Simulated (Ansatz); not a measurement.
# H4OSeSi: functionals against CCSD(T) at one geometry

An exercise on one series of results from a longer session: the logs are not shown, and one member is left open.

Computed with Ansatz 0.2.0, Gaussian basis. Level: single points in def2-TZVPP.

Cores are frozen in the correlated methods. Filled d shells of the heavier atoms are correlated.

## The system as given

SMILES `O[SiH2][SeH]`, 7 atoms, charge 0, spin multiplicity 1.

Atoms are counted from 1 here; the program's logs count them from 0.

Bond lengths: O1–Si2 1.545 Å, O1–H4 0.984 Å, Si2–Se3 2.202 Å, Si2–H5 1.484 Å, Si2–H6 1.606 Å, Se3–H7 1.567 Å. Angles: Si2–O1–H4 120.2°, O1–Si2–Se3 106.3°, O1–Si2–H5 118.1°, O1–Si2–H6 115.2°, Se3–Si2–H5 108.4°, Se3–Si2–H6 100.5°, H5–Si2–H6 106.8°, Si2–Se3–H7 91.0°.

Coordinates:

```mol
H4OSeSi
  3D, bonds by distance, orders not assigned

  7  6  0  0  0  0  0  0  0  0999 V2000
   -1.1115   -0.5676   -0.4678 O   0  0
   -0.1027    0.4823    0.0475 Si  0  0
    1.3185   -0.6035    1.3326 Se  0  0
   -1.8434   -0.2985   -1.0676 H   0  0
    0.6708    1.2576   -0.9542 H   0  0
   -0.6951    1.5426    1.0985 H   0  0
    1.8207   -1.4459    0.1100 H   0  0
  1  2  8  0
  1  4  8  0
  2  3  8  0
  2  5  8  0
  2  6  8  0
  3  7  8  0
M  END
```

Set-up of the first run:

The input, run/in.yaml:

```yaml
crystal:
  periodic: [false, false, false]
  atoms:
    - {symbol: O, position_ang: [-1.111500, -0.567600, -0.467800]}
    - {symbol: Si, position_ang: [-0.102700, 0.482300, 0.047500]}
    - {symbol: Se, position_ang: [1.318500, -0.603500, 1.332600]}
    - {symbol: H, position_ang: [-1.843400, -0.298500, -1.067600]}
    - {symbol: H, position_ang: [0.670800, 1.257600, -0.954200]}
    - {symbol: H, position_ang: [-0.695100, 1.542600, 1.098500]}
    - {symbol: H, position_ang: [1.820700, -1.445900, 0.110000]}
basis:
  gaussian: {orbitals: def2-TZVPP}
correlation: {method: ccsd_t}
output: {forces: true}
```

No record of the launch command was kept for these runs.

Steps of the session up to this table: CCSD(T)/def2-TZVPP; PBE0-D4/def2-TZVPP; wB97M-V/def2-TZVPP; r2SCAN-D4/def2-TZVPP; PBE-D4/def2-TZVPP; CAM-B3LYP-D4/def2-TZVPP; B97M-V/def2-TZVPP.

One table of the session follows, with a row left open; its other results are not shown here.

| method | RMS force component (eV/Å) | angle to CCSD(T) forces (°) | dipole (D) |
| --- | --- | --- | --- |
| CCSD(T) | 1.770 | reference | 2.64 |
| PBE0-D4 | 1.682 | 2.0 | 2.61 |
| wB97M-V | 1.743 | 1.5 | 2.67 |
| r2SCAN-D4 | ? | ? | ? |
| PBE-D4 | 1.687 | 6.6 | 2.47 |
| CAM-B3LYP-D4 | 1.690 | 2.7 | 2.69 |
| B97M-V | 1.621 | 3.5 | 2.50 |

**Question.** Estimate the row for r2SCAN-D4.

**Answer.** RMS force component (eV/Å): 1.674; angle to CCSD(T) forces (°): 1.1; dipole (D): 2.62. In the column «RMS force component (eV/Å)» it lies between B97M-V (1.621) and PBE0-D4 (1.682).
